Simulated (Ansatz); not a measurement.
# F₂H₃InSi: vertical ionisation energy

One table from this session's results is given with a row withheld; the runs are named, their logs left out.

Method: unrestricted cation, the program's frozen cores in correlated methods; program: Ansatz 0.2.0, Gaussian basis.

The runs, in order: UKS PBE-D4/def2-TZVPP; UKS r2SCAN-D4/def2-TZVPP; UKS PBE0-D4/def2-TZVPP; UKS B3LYP-D4/def2-TZVPP; UKS wB97X-V/def2-TZVPP; UKS wB97M-V/def2-TZVPP; UKS B2PLYP/def2-TZVPP; UHF-CCSD(T)/def2-TZVPP; UHF-MP2/def2-QZVPP; extrapolation to the limit; then −ε(HOMO) from the neutral's earlier runs with LDA (SPW92), PBE-D4, revPBE-D4, BLYP-D4, r2SCAN-D4, B97M-V, PBE0-D4, B3LYP-D4, r2SCANh-D4, r2SCAN0-D4, HSE06-D4, BHLYP-D4, CAM-B3LYP-D4, LC-ωPBE, ωB97X-V, ωB97M-V.

### Structure used throughout

The geometry comes from an earlier relaxation with PBE0-D4 in a triple-zeta def2 set; it is a stationary point, not always the lowest conformer. In takes the def2 core potential; no spin-orbit term is included.

SMILES `[F][In]([F])[SiH3]`, 7 atoms, charge 0, spin multiplicity 1.

Atoms are counted from 1 here; the program's logs count them from 0.

Bond lengths: F1–In2 1.944 Å, In2–F3 1.944 Å, In2–Si4 2.541 Å, Si4–H5 1.482 Å, Si4–H6 1.483 Å, Si4–H7 1.482 Å. Angles: F1–In2–F3 106.0°, F1–In2–Si4 126.9°, F3–In2–Si4 127.2°, In2–Si4–H5 108.7°, In2–Si4–H6 107.5°, In2–Si4–H7 108.5°, H5–Si4–H6 110.6°, H5–Si4–H7 110.9°, H6–Si4–H7 110.5°.

The first run:

Contents of in.yaml:

```yaml
crystal:
  periodic: [false, false, false]
  atoms:
    - {symbol: F, position_ang: [0.085505, -2.464231, 1.581430]}
    - {symbol: In, position_ang: [0.730313, -0.895967, 0.629955]}
    - {symbol: F, position_ang: [2.664726, -0.910927, 0.824165]}
    - {symbol: Si, position_ang: [-0.675844, 0.828876, -0.596563]}
    - {symbol: H, position_ang: [0.160804, 1.471133, -1.637509]}
    - {symbol: H, position_ang: [-1.125200, 1.829566, 0.401924]}
    - {symbol: H, position_ang: [-1.840304, 0.141550, -1.203403]}
basis:
  gaussian: {orbitals: def2-TZVPP}
total_charge: 1
magnetization: {spin_polarized: true, initial_magnetization: 1}
hamiltonian: {xc: pbe, dispersion: d4}
```

Launch:

```sh
$ ansatz run in.yaml --threads 2 --pin off --events-out ev --progress --plain --max-ram 22528MiB --backend cpu
```

Steps of the session up to this table: Cation, UKS PBE-D4/def2-TZVPP; Cation, UKS r2SCAN-D4/def2-TZVPP; Cation, UKS PBE0-D4/def2-TZVPP; Cation, UKS B3LYP-D4/def2-TZVPP; Cation, UKS wB97X-V/def2-TZVPP; Cation, UKS wB97M-V/def2-TZVPP; Cation, UKS B2PLYP (frozen core)/def2-TZVPP; Cation, UHF-CCSD(T)/def2-TZVPP; Cation, UHF-MP2/def2-QZVPP.

One of the session's tables, all rows but one given; the rest of the session is left out.

For comparison, −ε(HOMO) of the neutral from earlier runs:

```
  functional  −ε(HOMO) (eV)
 LDA (SPW92)           7.81
      PBE-D4           7.58
   revPBE-D4              ?
     BLYP-D4           7.47
   r2SCAN-D4           7.90
      B97M-V           7.97
     PBE0-D4           8.90
    B3LYP-D4           8.69
  r2SCANh-D4           8.40
  r2SCAN0-D4           9.11
    HSE06-D4           8.50
    BHLYP-D4          10.01
CAM-B3LYP-D4          10.19
     LC-ωPBE          11.41
     ωB97X-V          11.10
     ωB97M-V          10.97
```

Q: Estimate the row for revPBE-D4 from the others.

The run gave: −ε(HOMO) (eV): 7.50. In the column «−ε(HOMO) (eV)» it lies between BLYP-D4 (7.47) and PBE-D4 (7.58).
